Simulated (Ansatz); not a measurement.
# H7C2SN (C2H7NS): relaxation

Aim: for H7C2SN (C2H7NS), relax the crystal.

Computed with Ansatz 0.2.0 (DFT PBE+D3(BJ), scalar-relativistic, plane waves, PAW, unless a step's input says otherwise).

## (1) The starting structure

Symmetry: Cc, No. 9, monoclinic system. The conventional cell has a = 5.187 Å, b = 9.311 Å, c = 8.847 Å, α = 90.00°, β = 100.81°, γ = 90.00°. H (site symmetry 1) is surrounded by 1 C at 0.99 Å. H (site symmetry 1) has 1 N at 0.93 Å as nearest neighbours. H (site symmetry 1) is surrounded by 1 N at 0.80 Å. Around H (site symmetry 1) lie 1 N at 0.91 Å. C (site symmetry 1) has 2 H at 0.99 Å as nearest neighbours. Only part of the 11 independent sites is listed.

Structure file:

```
H C S N
1.0
     2.59350   -4.65565    0.00000
     2.59350    4.65565    0.00000
    -1.65928    0.00000    8.69001
H C S N
14 4 2 2
Direct
  0.99420 0.15200 0.56280
  0.15200 0.99420 0.06280
  0.17900 0.22920 0.42270
  0.22920 0.17900 0.92270
  0.89090 0.71790 0.30870
  0.71790 0.89090 0.80870
  0.70700 0.63900 0.44940
  0.63900 0.70700 0.94940
  0.53500 0.91300 0.39000
  0.91300 0.53500 0.89000
  0.46700 0.72700 0.25000
  0.72700 0.46700 0.75000
  0.68100 0.98300 0.23400
  0.98300 0.68100 0.73400
  0.07250 0.07390 0.48700
  0.07390 0.07250 0.98700
  0.81460 0.79540 0.38600
  0.79540 0.81460 0.88600
  0.33438 0.00022 0.58850
  0.00022 0.33438 0.08850
  0.60680 0.86700 0.30710
  0.86700 0.60680 0.80710
```

The structure comes from the Crystallography Open Database.

(A quick probe on a coarse mesh, which set the mesh and smearing, is not shown.)

## (3) Rough relaxation on the coarse mesh

The input, input.yaml:

```yaml
crystal:
  lattice:
    - [2.5935, -4.65565, 0.0]
    - [2.5935, 4.65565, 0.0]
    - [-1.6592792075, 0.0, 8.6900058407]
  atoms:
    - { symbol: H, position: [0.9942, 0.152, 0.5628] }
    - { symbol: H, position: [0.152, 0.9942, 0.0628] }
    - { symbol: H, position: [0.179, 0.2292, 0.4227] }
    - { symbol: H, position: [0.2292, 0.179, 0.9227] }
    - { symbol: H, position: [0.8909, 0.7179, 0.3087] }
    - { symbol: H, position: [0.7179, 0.8909, 0.8087] }
    - { symbol: H, position: [0.707, 0.639, 0.4494] }
    - { symbol: H, position: [0.639, 0.707, 0.9494] }
    - { symbol: H, position: [0.535, 0.913, 0.39] }
    - { symbol: H, position: [0.913, 0.535, 0.89] }
    - { symbol: H, position: [0.467, 0.727, 0.25] }
    - { symbol: H, position: [0.727, 0.467, 0.75] }
    - { symbol: H, position: [0.681, 0.983, 0.234] }
    - { symbol: H, position: [0.983, 0.681, 0.734] }
    - { symbol: C, position: [0.0725, 0.0739, 0.487] }
    - { symbol: C, position: [0.0739, 0.0725, 0.987] }
    - { symbol: C, position: [0.8146, 0.7954, 0.386] }
    - { symbol: C, position: [0.7954, 0.8146, 0.886] }
    - { symbol: S, position: [0.33438, 0.00022, 0.5885] }
    - { symbol: S, position: [0.00022, 0.33438, 0.0885] }
    - { symbol: "N", position: [0.6068, 0.867, 0.3071] }
    - { symbol: "N", position: [0.867, 0.6068, 0.8071] }
basis:
  ecutwfc: 420
kpoints:
  mp_grid: { grid: [4, 4, 4] }
hamiltonian:
  xc: pbe
  dispersion: d3bj
scf:
  occupations: { method: gaussian, width: 0.1 }
output:
  forces: true
  stress: true
  eigenvalues: true
relax:
  adjacent_minimum: "off"
  f_tol: 0.05
  max_steps: 70
  cell: { stress_tol: 0.5 }
```

The run is started by

```sh
$ ansatz run input.yaml --threads 4 --pin off --max-ram 9216MiB --backend cpu --events-out ev --progress --plain --runs-dir out
```

Further runs follow: full relaxation.

**Question.** What will these runs give? Wanted: relaxed cell; volume.

**Answer**, as computed:

| quantity | value |
| --- | --- |
| relaxed cell (conventional) | a = 5.177 Å, b = 9.305 Å, c = 8.740 Å, α = 90.00°, β = 100.24°, γ = 90.00° |
| space group (0.01 Å) | Cc (No. 9) |
| volume | 9.42 Å³/atom |

In words: Relaxation lowered the volume by 1.3 %. The start is a reported cell, which holds thermal expansion that this zero-temperature run lacks. Where forces pass 15 eV/Å atoms stand far too close, the PAW spheres overlap strongly and those numbers are rough.
